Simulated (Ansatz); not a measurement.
Task: an atomisation energy of C2H7SSi, SMILES C[SiH](C)[S], with Ansatz 0.2.0, Python API. Give the script and its output. Settings (for the species named): CAM-B3LYP, def2-SVPD basis, multiplicity 2.

```yaml
atoms:
  - { symbol: C, position_ang: [-0.9056, 1.1957, -0.1614] }
  - { symbol: Si, position_ang: [-0.4273, -0.5352, -0.1408] }
  - { symbol: C, position_ang: [1.2907, -0.7179, 0.4282] }
  - { symbol: S, position_ang: [-0.5172, -1.3343, -2.1116] }
  - { symbol: H, position_ang: [-0.3173, 1.8310, -0.8529] }
  - { symbol: H, position_ang: [-0.8947, 1.6979, 0.8253] }
  - { symbol: H, position_ang: [-1.9615, 1.3461, -0.5128] }
  - { symbol: H, position_ang: [-1.2889, -1.2858, 0.7445] }
  - { symbol: H, position_ang: [2.0266, -0.1603, -0.1604] }
  - { symbol: H, position_ang: [1.4406, -0.3244, 1.4804] }
  - { symbol: H, position_ang: [1.6200, -1.7698, 0.4819] }
```

Script `c2h7ssi_tae.py`:
```python
# -*- coding: utf-8 -*-
'''Atomisation energy of C2H7SSi at the given geometry.'''

from collections import Counter

import ansatz as az
from ase import Atoms

BASIS = 'def2-SVPD'
XC = 'CAM-B3LYP'


def single_point(molecule, charge=0, unpaired=0):
    calc = molecule.calculation().basis(gaussian=BASIS).functional(XC)
    if charge:
        calc = calc.charge(charge)
    if unpaired:
        calc = calc.spin('collinear', total=unpaired)
    report = calc.run().report
    if report['published_state_doubts']:
        print('  doubts:', report['published_state_doubts'])
    return report['free_energy_ev']

atoms = Atoms(['C', 'Si', 'C', 'S', 'H', 'H', 'H', 'H', 'H', 'H', 'H'], positions=[
    (-0.9056, 1.1957, -0.1614),
    (-0.4273, -0.5352, -0.1408),
    (1.2907, -0.7179, 0.4282),
    (-0.5172, -1.3343, -2.1116),
    (-0.3173, 1.831, -0.8529),
    (-0.8947, 1.6979, 0.8253),
    (-1.9615, 1.3461, -0.5128),
    (-1.2889, -1.2858, 0.7445),
    (2.0266, -0.1603, -0.1604),
    (1.4406, -0.3244, 1.4804),
    (1.62, -1.7698, 0.4819),
])
geometry = az.Crystal.molecule_from_ase(atoms)

# Hund ground states
unpaired = {'C': 2, 'Si': 2, 'S': 2, 'H': 1}
counts = Counter(site.symbol for site in geometry.cartesian_sites)
atom_energy = {s: single_point(az.Crystal.molecule().atom(s, (0, 0, 0)), 0, unpaired[s]) for s in counts}
whole = single_point(geometry, 0, 1)
for s, e in atom_energy.items():
    print(f'{s:2s} x{counts[s]}  {e:14.5f} eV')
print(f'C2H7SSi: {whole:.5f} eV')
split = sum(counts[s] * e for s, e in atom_energy.items()) - whole
print(f'atomisation energy (no zero-point term): {23.060548 * split:.1f} kcal/mol, {split / sum(counts.values()):.3f} eV an atom')
```

```console
$ python c2h7ssi_tae.py
C  x2     -1028.38616 eV
Si x1     -7871.69183 eV
S  x1    -10830.02497 eV
H  x7       -13.54842 eV
C2H7SSi: -20893.07957 eV
atomisation energy (no zero-point term): 916.7 kcal/mol, 3.614 eV an atom
```

916.7 kcal/mol from the electronic energies, without the zero-point term.

Reading the output:
- Total energies depend on the basis set; only differences at equal settings carry meaning.
- The geometry is a force-field or estimated start, not a minimum of this method, and the basis set is short of its limit. All parts are taken at fixed geometry, without zero-point energy.
- The run takes the species as open-shell (spin multiplicity 2), which needn't be its ground state.
- The whole script took 40 s on 1 thread of Arm Neoverse V2, on a shared host, peak memory 0.84 GiB.
